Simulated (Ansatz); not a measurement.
# ClH5N2OSi: basis-set convergence

The task here is to estimate one member of a computed series from the others.

Method: one geometry, several basis sets; program: Ansatz 0.2.0, Gaussian basis.

The runs, in order: PBE0-D4/def2-SVP; ωB97M-V/def2-SVP; PBE0-D4/def2-QZVPP; ωB97M-V/def2-QZVPP; the functionals' def2-TZVPP values are taken from earlier runs.

## Structure used throughout

An earlier PBE0-D4 in a triple-zeta def2 set relaxation fixed the geometry.

SMILES `N[Si](N)(O)Cl`, 10 atoms, charge 0, spin multiplicity 1.

Atoms are counted from 1 here; the program's logs count them from 0.

Bond lengths: N1–Si2 1.688 Å, N1–H6 1.005 Å, N1–H7 1.006 Å, Si2–N3 1.694 Å, Si2–O4 1.637 Å, Si2–Cl5 2.078 Å, N3–H8 1.005 Å, N3–H9 1.006 Å, O4–H10 0.958 Å. Angles: Si2–N1–H6 120.9°, Si2–N1–H7 120.8°, H6–N1–H7 112.9°, N1–Si2–N3 108.2°, N1–Si2–O4 103.7°, N1–Si2–Cl5 117.2°, N3–Si2–O4 119.7°, N3–Si2–Cl5 103.1°, O4–Si2–Cl5 105.6°, Si2–N3–H8 121.5°, Si2–N3–H9 121.0°, H8–N3–H9 112.9°, Si2–O4–H10 116.5°.

The first run:

in.yaml reads:

```yaml
crystal:
  periodic: [false, false, false]
  atoms:
    - {symbol: N, position_ang: [-1.157944, -0.516498, -0.916489]}
    - {symbol: Si, position_ang: [0.183010, 0.154212, -0.141845]}
    - {symbol: N, position_ang: [-0.076233, 0.075962, 1.530006]}
    - {symbol: O, position_ang: [1.451565, -0.640982, -0.804656]}
    - {symbol: Cl, position_ang: [0.557237, 2.172445, -0.465107]}
    - {symbol: H, position_ang: [-2.091913, -0.278331, -0.631002]}
    - {symbol: H, position_ang: [-1.105233, -0.808124, -1.877648]}
    - {symbol: H, position_ang: [0.312191, 0.760552, 2.154920]}
    - {symbol: H, position_ang: [-0.275035, -0.800295, 1.983233]}
    - {symbol: H, position_ang: [2.285355, -0.170041, -0.828413]}
basis:
  gaussian: {orbitals: def2-SVP}
hamiltonian: {xc: pbe0, dispersion: d4}
output: {orbitals: {seedname: orbitals}}
```

On the command line:

```sh
> ansatz run in.yaml --threads 4 --pin off --events-out ev --progress --plain --max-ram 10444MiB
```

Steps of the session up to this table: PBE0-D4 in def2-SVP; ωB97M-V in def2-SVP; PBE0-D4 in def2-QZVPP; ωB97M-V in def2-QZVPP.

One of the session's tables, all rows but one given; the rest of the session is left out.

```
functional       basis  HOMO (eV)  LUMO (eV)
   PBE0-D4    def2-SVP      -7.45       1.48
   PBE0-D4  def2-TZVPP          ?          ?
   PBE0-D4  def2-QZVPP      -7.80       0.28
   ωB97M-V    def2-SVP      -9.81       3.11
   ωB97M-V  def2-TZVPP     -10.11       2.14
   ωB97M-V  def2-QZVPP     -10.18       1.47
```

**Question.** Estimate the row for PBE0-D4, def2-TZVPP.

The run gave: HOMO (eV): -7.73; LUMO (eV): 0.73. In the column «HOMO (eV)» it lies between PBE0-D4, def2-QZVPP (-7.80) and PBE0-D4, def2-SVP (-7.45).
